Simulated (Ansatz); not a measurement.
The system is Ta3AsAu2O13.

```
CELL_PARAMETERS angstrom
5.88672 0.00000 0.00000
2.19986 5.91413 0.00000
1.85109 1.73865 7.56124
ATOMIC_POSITIONS crystal
Ta 0.39605 0.05000 0.58683
Ta 0.95891 0.61806 0.76348
Ta 0.06984 0.27356 0.18903
As 0.07072 0.88917 0.02743
Au 0.21939 0.67567 0.38144
Au 0.68925 0.45927 0.56874
O 0.16689 0.59518 0.16534
O 0.86104 0.11514 0.11677
O 0.26950 0.96377 0.83676
O 0.87527 0.82792 0.92000
O 0.70329 0.78261 0.54686
O 0.17528 0.40817 0.59350
O 0.27798 0.92640 0.17203
O 0.64612 0.14878 0.61595
O 0.14281 0.39538 0.93941
O 0.30048 0.17203 0.35732
O 0.19051 0.80386 0.59347
O 0.70787 0.47140 0.81379
O 0.77878 0.42364 0.31185
```

The cell was built by a generator and needn't be a form met in nature.

* Program: Ansatz 0.2.0
* Task: relaxation of cell and atoms
* Functional: PBEsol
* Dispersion: D3(BJ)
* Potentials or basis: Ansatz PAW
* Cutoff: 420 eV (not typed: the program's choice for these potentials)
* k mesh: 4 × 4 × 3
* Occupations: fermi-dirac, width 0.05 eV
* Spin: no spin polarisation

At the start: volume 13.85 Å³/atom.

How do energy, volume and symmetry change on relaxing?

It ends after 24 steps and the volume is 12.32 Å³/atom (-11.1 %); space group P1 (No. 1, to 0.05 Å).

The path:
```
step  energy change (eV)  largest force (eV/Å)  volume (Å³)
   1              0.0000                0.4233       263.24
   2             -0.3597                0.7889       242.79
   3             -0.4018                0.3378       246.72
   4             -0.4183                0.2643       246.02
   5             -0.4495                0.1986       243.58
   6             -0.4963                0.2229       240.01
   7             -0.5819                0.6131       235.06
   8             -0.6043                0.2075       236.29
   9             -0.6032                0.2010       236.85
  10             -0.6117                0.0399       236.13
  11             -0.6153                0.0673       235.69
  12             -0.6153                0.0226       235.76
  13             -0.6152                0.0199       235.77
  14             -0.6155                0.0114       235.73
  15             -0.6154                0.0053       235.75
  16             -0.5602                0.0047       235.75
  17             -0.5657                0.0828       234.82
  18             -0.5704                0.0431       234.11
  19             -0.5698                0.0172       234.32
  20             -0.5701                0.0297       234.27
  21             -0.5701                0.0062       234.28
  22             -0.5640                0.0062       234.28
  23             -0.5647                0.0120       234.14
  24             -0.5640                0.0121       234.14
```

Final structure:
```yaml
crystal:
  lattice:
    - [5.73297, 0.17764, 0.14923]
    - [2.32087, 5.56826, 0.12323]
    - [2.04689, 1.75956, 7.50317]
  atoms:
    - { symbol: Ta, position: [0.39055, 0.04678, 0.57680] }
    - { symbol: Ta, position: [0.92048, 0.67398, 0.75544] }
    - { symbol: Ta, position: [0.07935, 0.28310, 0.17915] }
    - { symbol: As, position: [0.03993, 0.90666, 0.02735] }
    - { symbol: Au, position: [0.23720, 0.67884, 0.37100] }
    - { symbol: Au, position: [0.71292, 0.40992, 0.59235] }
    - { symbol: O, position: [0.15802, 0.60188, 0.16977] }
    - { symbol: O, position: [0.83768, 0.14316, 0.12846] }
    - { symbol: O, position: [0.24555, 0.96541, 0.82839] }
    - { symbol: O, position: [0.82292, 0.85543, 0.94386] }
    - { symbol: O, position: [0.72508, 0.74954, 0.53189] }
    - { symbol: O, position: [0.19104, 0.40899, 0.59000] }
    - { symbol: O, position: [0.29495, 0.93173, 0.15003] }
    - { symbol: O, position: [0.68542, 0.06935, 0.64396] }
    - { symbol: O, position: [0.13920, 0.42553, 0.92839] }
    - { symbol: O, position: [0.32869, 0.16908, 0.34027] }
    - { symbol: O, position: [0.20963, 0.80897, 0.58198] }
    - { symbol: O, position: [0.71269, 0.47163, 0.82394] }
    - { symbol: O, position: [0.76868, 0.40002, 0.33696] }
```

Caveat: the plane-wave basis is chosen anew once the cell has moved, so the energies of steps on either side of that aren't comparable; the pressure holds a Pulay correction of +0.7 GPa for the finite cutoff; the PAW data sets come from PBE, with cores solved anew for the run's functional, which leaves a small shift of forces and pressure.
